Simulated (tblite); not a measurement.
# C6H9FSi: the cost of one run

Computed with tblite 0.8.0 and PySCF 2.14.0, with density-fitted response routines of our own, on a single molecule in the gas phase. Atoms are numbered from 0 throughout.

**1. The molecule as given**

17 atoms, charge 0, multiplicity 1; geometry from: force field or distance geometry start.

Bonds of the start (Å): C0–C1 1.21, C1–Si2 1.83, Si2–C3 1.83, Si2–C4 1.88, C4–C5 1.58, C5–F6 1.35, C5–C7 1.57, C7–Si2 1.88, C0–H8 1.06, C3–H9 1.10, C3–H10 1.08, C3–H11 1.09, C4–H12 1.10, C4–H13 1.09, C5–H14 1.11, C7–H15 1.10, C7–H16 1.09.

**2. Relaxing the molecule with GFN2-xTB**

Job settings and geometry (Å):

```
{"job": {"kind": "relax", "xc": "GFN2-xTB", "basis": "xTB"}, "charge": 0, "multiplicity": 1}
C      2.712800    -2.003300    -0.797400
C      1.830600    -1.205300    -0.558100
Si     0.505900    -0.000300    -0.163300
C      1.014600     1.750000     0.036000
C     -0.776000    -0.512800     1.118000
C     -1.897900     0.057500     0.169100
F     -3.061500    -0.621300     0.218200
C     -1.081300    -0.137800    -1.153200
H      3.479100    -2.707600    -1.015900
H      1.729100     1.847900     0.868500
H      1.492600     2.127500    -0.861700
H      0.166300     2.397900     0.269800
H     -0.710000    -0.022000     2.096100
H     -0.830900    -1.594700     1.255000
H     -2.091800     1.132700     0.373900
H     -1.233500    -1.126300    -1.600200
H     -1.255300     0.630100    -1.911700
```

Launch:

```console
$ OMP_NUM_THREADS=1 python probes_run.py task.json out
```

This one command runs all jobs of the session in turn.

Q: Estimate the wall time and peak memory of this first job on 1 thread of Intel Xeon at 2.50GHz, shared host.

About 1.6 s, with a peak of 0.18 GiB.
